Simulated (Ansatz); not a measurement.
# GeH₄O + H₂S: a complex and its separated parts

The complex below is one end of an elementary step. How strongly is it bound against its free parts?

Method: PBE0-D4/def2-TZVP structures, single points in def2-TZVPP, no counterpoise correction; program: Ansatz 0.2.0, Gaussian basis.

Levels: SPW92, PBE-D4, BLYP-D4, r2SCAN-D4, B97M-V, PBE0-D4, B3LYP-D4, r2SCAN0-D4, BHLYP-D4, CAM-B3LYP-D4, wB97X-V, wB97M-V, B2PLYP, PBE-QIDH, RPA on PBE, Hartree-Fock, MP2, CCSD, CCSD(T).

Correlated methods freeze the cores. Filled d shells of the heavier atoms are correlated. B3LYP uses VWN-RPA correlation. B2PLYP carries no dispersion term here.

20 further runs of the same task are left out: 20 set aside as unsound or not needed.

### Step 1. Starting geometry

The complex: 9 atoms, charge 0, spin multiplicity 1.

Atoms are counted from 1 here; the program's logs count them from 0.

Bond lengths: Ge1–H3 1.540 Å, Ge1–H4 1.539 Å, Ge1–H5 1.528 Å, Ge1–O7 1.793 Å, S2–H6 1.349 Å, S2–H8 1.341 Å, O7–H9 0.960 Å. Angles: H3–Ge1–H4 110.1°, H3–Ge1–H5 112.1°, H3–Ge1–O7 108.5°, H4–Ge1–H5 111.9°, H4–Ge1–O7 109.4°, H5–Ge1–O7 104.5°, H6–S2–H8 92.6°, Ge1–O7–H9 112.8°.

Coordinates:

```mol
GeH6OS
  3D, bonds by distance, orders not assigned

  9  7  0  0  0  0  0  0  0  0999 V2000
   -0.6789    1.0637   -0.5718 Ge  0  0
    0.3429   -1.9596    1.8822 S   0  0
   -0.9906    1.9630   -1.7825 H   0  0
    0.1722    1.8327    0.4535 H   0  0
   -1.9462    0.4857    0.0568 H   0  0
    0.4677   -1.5940    0.5902 H   0  0
    0.2312   -0.3707   -1.1463 O   0  0
    1.4409   -1.2795    2.2434 H   0  0
    0.9609   -0.1413   -1.7256 H   0  0
  1  3  8  0
  1  4  8  0
  1  5  8  0
  1  7  8  0
  2  6  8  0
  2  8  8  0
  7  9  8  0
M  END
```

Its parts: GeH₄O holds atoms 1, 3, 4, 5, 7, 9; H₂S holds atoms 2, 6, 8. Each part counts its atoms afresh in its own runs.

### Step 2. Relaxing GeH₄O alone

Contents of relax-a/in.yaml:

```yaml
crystal:
  periodic: [false, false, false]
  atoms:
    - {symbol: Ge, position_ang: [-0.678930, 1.063716, -0.571817]}
    - {symbol: H, position_ang: [-0.990628, 1.962991, -1.782469]}
    - {symbol: H, position_ang: [0.172209, 1.832704, 0.453507]}
    - {symbol: H, position_ang: [-1.946237, 0.485706, 0.056830]}
    - {symbol: O, position_ang: [0.231201, -0.370741, -1.146295]}
    - {symbol: H, position_ang: [0.960895, -0.141332, -1.725584]}
basis:
  gaussian: {orbitals: def2-TZVP}
hamiltonian: {xc: pbe0, dispersion: d4}
relax: {f_tol: 0.005, max_steps: 200}
```

No record of the launch command was kept for these runs.

After this run come: Relaxing H₂S alone; wB97M-V/def2-TZVPP; CCSD(T)/def2-TZVPP; Vibrations of GeH₄O; Vibrations of H₂S.

Before running it: what results should come out? Wanted: complex less parts, CCSD(T)/def2-TZVPP; with zero-point energy; largest T1 diagnostic.

**Answer**, as computed:

| quantity | value |
| --- | --- |
| complex less parts, CCSD(T)/def2-TZVPP | -13.2 kJ/mol |
| with zero-point energy | -8.4 kJ/mol |
| largest T1 diagnostic | 0.011 |

**Reading.** At CCSD(T) the complex lies 13.2 kJ/mol below its parts. PBE-QIDH is the best functional here (+0.8 kJ/mol from CCSD(T)); SPW92 is the worst (-11.6 kJ/mol). By rung, the mean size of the error is: LDA 11.6, GGA 3.7, meta-GGA 1.3, hybrid 2.3, range-separated hybrid 1.5, double hybrid 1.7 kJ/mol. PBE-D4 gives a relative energy 4.2 kJ/mol too low, outside chemical accuracy (1 kcal/mol, 4.2 kJ/mol). No counterpoise was applied, and triple zeta lacks some correlation, so the CCSD(T) reference has a basis error of its own, and close matches with it are partly luck.
